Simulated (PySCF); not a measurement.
# C6H15Al (AlMe2(tBu)): the cost of one run

Computed with PySCF 2.14.0, with density-fitted response routines of our own, on a single molecule in the gas phase. Atoms count from 0, in the outputs and in this text.

### Step 1. The starting structure

22 atoms, charge 0, multiplicity 1; geometry from: GFN2-xTB. The atoms were then displaced at random by about 0.03 Å, so the start is not that level's minimum.

Bonds of the start (Å): Al0–C1 1.91, Al0–C5 2.11, Al0–C9 2.02, C1–H2 1.06, C1–H3 1.16, C1–H4 1.12, C5–H6 1.06, C5–H7 1.13, C5–H8 1.15, C9–C10 1.55, C9–C11 1.51, C9–C12 1.44, C10–H13 1.09, C10–H14 1.08, C10–H15 1.11, C11–H16 1.13, C11–H17 1.08, C11–H18 1.13, C12–H19 1.13, C12–H20 1.12, C12–H21 1.13.

### Step 2. Geometry optimisation at PBE0-D3(BJ)/def2-SVP

The job: settings as JSON, then the geometry in Å.

```
{"job": {"xc": "PBE0", "basis": "def2-SVP", "d3": "d3bj", "grid": 1, "maxiter": 40, "shake": 0.03, "kind": "geom"}, "charge": 0, "multiplicity": 1}
Al     0.642490     0.921440     0.018400
C      2.557210     0.928080    -0.013560
H      2.941760     0.560890     0.902730
H      3.091900     1.949090    -0.175350
H      2.969340     0.283540    -0.832570
C     -0.493350     2.699750    -0.005180
H     -1.324110     2.634960    -0.659710
H      0.173700     3.548750    -0.348170
H     -0.871090     2.969510     1.049920
C     -0.449040    -0.779360     0.031490
C     -0.931210    -1.150290    -1.389850
C     -1.665640    -0.651640     0.916410
C      0.373200    -1.867560     0.499300
H     -1.515480    -2.070690    -1.393990
H     -1.561220    -0.393790    -1.824090
H     -0.050840    -1.215530    -2.060130
H     -2.306280     0.207680     0.562730
H     -1.420040    -0.451970     1.948500
H     -2.286670    -1.591510     0.873490
H      0.683500    -1.675980     1.571940
H      1.312530    -1.978980    -0.105850
H     -0.034690    -2.921440     0.476560
```

Command:

```bash
> OMP_NUM_THREADS=2 python probes_run.py task.json out
```

This one command runs all jobs of the session in turn.

**Question.** How long does this first job take on 2 threads of AMD EPYC 9R45, shared host, and how much memory does it need?

About 37 s, with a peak of 0.85 GiB.
